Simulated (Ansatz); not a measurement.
I need a rigid torsion scan of BrH₅Si₂, SMILES [SiH3][SiH2]Br. Use the Python package of Ansatz (0.2.0). Settings (for the species named): r2SCAN, def2-SVP basis, multiplicity 1.

```xyz
8

Si   -0.6432    0.8375   -0.3708
Si    0.5143   -0.9489    0.3154
Br    2.4783   -0.3240    1.0530
H    -1.9550    0.4752   -0.8898
H     0.0085    1.5909   -1.5033
H    -0.9061    1.8589    0.7330
H    -0.1638   -1.6585    1.4171
H     0.7591   -1.8883   -0.8105
```

`torsion_brh5si2.py`:
```python
"""Rigid torsion scan of BrH5Si2."""

import ansatz as az
from ase import Atoms

atoms = Atoms(["Si", "Si", "Br", "H", "H", "H", "H", "H"], positions=[
    [-0.6432, 0.8375, -0.3708],
    [0.5143, -0.9489, 0.3154],
    [2.4783, -0.324, 1.053],
    [-1.955, 0.4752, -0.8898],
    [0.0085, 1.5909, -1.5033],
    [-0.9061, 1.8589, 0.733],
    [-0.1638, -1.6585, 1.4171],
    [0.7591, -1.8883, -0.8105],
])

# relax first, so that the scan starts from a minimum
first = (
    az.Crystal.molecule_from_ase(atoms).calculation()
    .basis(gaussian="def2-SVP")
    .functional("r2SCAN")
    .relax(force_tolerance=0.02, max_steps=80)
)
atoms.positions = first.run(threads=1, backend="cpu").report["positions_ang"]

start = atoms.get_dihedral(3, 0, 1, 2)
energies = {}
for turn in range(0, 360, 40):
    turned = atoms.copy()
    turned.set_dihedral(3, 0, 1, 2, start + turn, indices=[1, 2, 6, 7])
    calculation = (
        az.Crystal.molecule_from_ase(turned).calculation()
        .basis(gaussian="def2-SVP")
        .functional("r2SCAN")
    )
    energies[round((start + turn) % 360)] = calculation.run(threads=1, backend="cpu").report["free_energy_ev"]
floor = min(energies.values())
print("dihedral H3-Si0-Si1-Br2 (deg)   E - E(min) (kJ/mol)")
for angle, e in sorted(energies.items()):
    print(f"{angle:8d} {96.485332 * (e - floor):14.3f}  " + "#" * int(30 * (e - floor) / max(max(energies.values()) - floor, 1e-9)))
```

Running `python torsion_brh5si2.py` prints:
```text
dihedral H3-Si0-Si1-Br2 (deg)   E - E(min) (kJ/mol)
      20          4.507  #############################
      60          0.103
     100          4.442  #############################
     140          4.395  #############################
     180          0.000
     220          4.410  #############################
     260          4.427  #############################
     300          0.103
     340          4.522  ##############################
```

The scan is rigid and the energies are electronic, in a modest basis. With rigid groups the curve can differ much from the relaxed path, the start wasn't checked as a minimum of this torsion, and equivalent turns needn't return to the same energy. Wall time of the script: 2.4 min on 1 thread of Arm Neoverse N1, on a shared host, peak memory 0.22 GiB.
